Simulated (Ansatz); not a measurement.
# TiB2: the cost of one run

Program: Ansatz 0.2.0. Level of theory: DFT PBEsol, scalar-relativistic. These are calculated values, not measurements.

### Step 1. The structure to begin with

It takes space group P6/mmm (No. 191, hexagonal). The conventional cell has a = 3.029 Å, b = 3.029 Å, c = 3.228 Å, α = 90.00°, β = 90.00°, γ = 120.00°. Ti (site symmetry 6/mmm) has 12 B at 2.38 Å as nearest neighbours. Around B (site symmetry -6m2) lie 3 B at 1.75 Å and 6 Ti at 2.38 Å.

Structure file:

```
Ti B
1.0
     3.02920    0.00000    0.00000
    -1.51460    2.62336    0.00000
     0.00000    0.00000    3.22840
Ti B
1 2
Direct
  0.00000 0.00000 0.00000
  0.33333 0.66667 0.50000
  0.66667 0.33333 0.50000
```

The cell comes from a crystallographic database entry that wasn't checked; take it as a given geometry, which may be far from equilibrium.

Atoms are numbered in the order of the input: Ti1, B2, B3.

### Step 2. LAPW, all electrons

The input, input.yaml:

```yaml
crystal:
  lattice:
    - [3.0291982016, 0.0, 0.0]
    - [-1.5145991008, 2.6233625957, 0.0]
    - [0.0, 0.0, 3.2284]
  atoms:
    - { symbol: Ti, position: [0.0, 0.0, 0.0] }
    - { symbol: B, position: [0.3333333333, 0.6666666667, 0.5] }
    - { symbol: B, position: [0.6666666667, 0.3333333333, 0.5] }
kpoints:
  mp_grid: { grid: [15, 15, 13] }
  band_path:
    path:
      - [0.0, 0.0, 0.0]
      - [0.5, 0.0, 0.0]
      - [0.3333333333, 0.3333333333, 0.0]
      - [0.0, 0.0, 0.0]
      - [0.0, 0.0, 0.5]
      - [0.5, 0.0, 0.5]
      - [0.3333333333, 0.3333333333, 0.5]
      - [0.0, 0.0, 0.5]
      - [0.5, 0.0, 0.5]
    npoints: 14
scf:
  occupations: { method: fermi_dirac, width: 0.08 }
hamiltonian:
  xc: pbesol
  pseudopotentials: { kind: all_electron, lapw: { basis_error: 0.001 } }
output:
  forces: true
  stress: true
  eigenvalues: true
  fatbands: true
  populations: true
  dos: { projected: true, de: 0.2, e_range: [-14, 8] }
```

Run with:

```console
> ansatz run input.yaml --threads 1 --pin off --max-ram 6144MiB --backend cpu --events-out ev --progress --plain --runs-dir out
```

What time and memory should one allow on 1 thread of Arm Neoverse V2, shared host?

About 30 s, with a peak of 0.5 GiB.
